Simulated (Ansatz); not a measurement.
# CH5AlF2OSi: the cost of one run

All numbers below are computed with Ansatz 0.2.0 (RKS r2SCAN/STO-3G).

## 1. The structure to begin with

Bond lengths: C1–Si2 1.859 Å, Si2–F3 1.658 Å, Si2–F4 1.653 Å, Si2–O5 1.722 Å, O5–Al6 1.827 Å, C1–H7 1.127 Å, C1–H8 1.134 Å, C1–H9 1.057 Å, Al6–H10 1.595 Å, Al6–H11 1.586 Å. Angles (14 of 16 angles, heavy atoms first): C1–Si2–F3 107.1°, C1–Si2–F4 110.7°, C1–Si2–O5 111.1°, F3–Si2–F4 107.3°, F3–Si2–O5 110.2°, F4–Si2–O5 110.3°, Si2–O5–Al6 107.9°, Si2–C1–H7 109.0°, Si2–C1–H8 106.1°, Si2–C1–H9 114.5°, O5–Al6–H10 119.4°, O5–Al6–H11 118.7°, H7–C1–H8 105.8°, H7–C1–H9 110.3°.

Structure file:

```xyz
11

C    -0.8027   -0.6935    1.7928
Si    0.0344   -0.4275    0.1548
F     1.6468   -0.7440    0.3736
F    -0.5292   -1.4998   -0.9706
O    -0.1841    1.1884   -0.3989
Al    0.7107    1.3652   -1.9814
H    -0.4087    0.0589    2.5337
H    -1.8941   -0.4279    1.6348
H    -0.7095   -1.6731    2.1794
H     2.2505    1.7817   -1.9692
H    -0.0487    1.0145   -3.3284
```

## 2. Relaxing the start

Contents of input.yaml:

```yaml
crystal:
  periodic: [false, false, false]
  atoms:
    - { symbol: C, position_ang: [-0.8027, -0.6935, 1.7928] }
    - { symbol: Si, position_ang: [0.0344, -0.4275, 0.1548] }
    - { symbol: F, position_ang: [1.6468, -0.744, 0.3736] }
    - { symbol: F, position_ang: [-0.5292, -1.4998, -0.9706] }
    - { symbol: O, position_ang: [-0.1841, 1.1884, -0.3989] }
    - { symbol: Al, position_ang: [0.7107, 1.3652, -1.9814] }
    - { symbol: H, position_ang: [-0.4087, 0.0589, 2.5337] }
    - { symbol: H, position_ang: [-1.8941, -0.4279, 1.6348] }
    - { symbol: H, position_ang: [-0.7095, -1.6731, 2.1794] }
    - { symbol: H, position_ang: [2.2505, 1.7817, -1.9692] }
    - { symbol: H, position_ang: [-0.0487, 1.0145, -3.3284] }
basis:
  gaussian: { orbitals: STO-3G }
hamiltonian:
  xc: r2scan
relax:
  f_tol: 0.02
  max_steps: 40
output:
  orbitals: {}
```

Run with:

```bash
ansatz run input.yaml --threads 1 --pin off --max-ram 2048MiB --backend cpu --events-out ev --progress --plain --runs-dir out
```

Q: Estimate wall time and peak memory on 1 thread of an x86-64 CPU, shared host.

About 84 s, with a peak of 0.22 GiB.
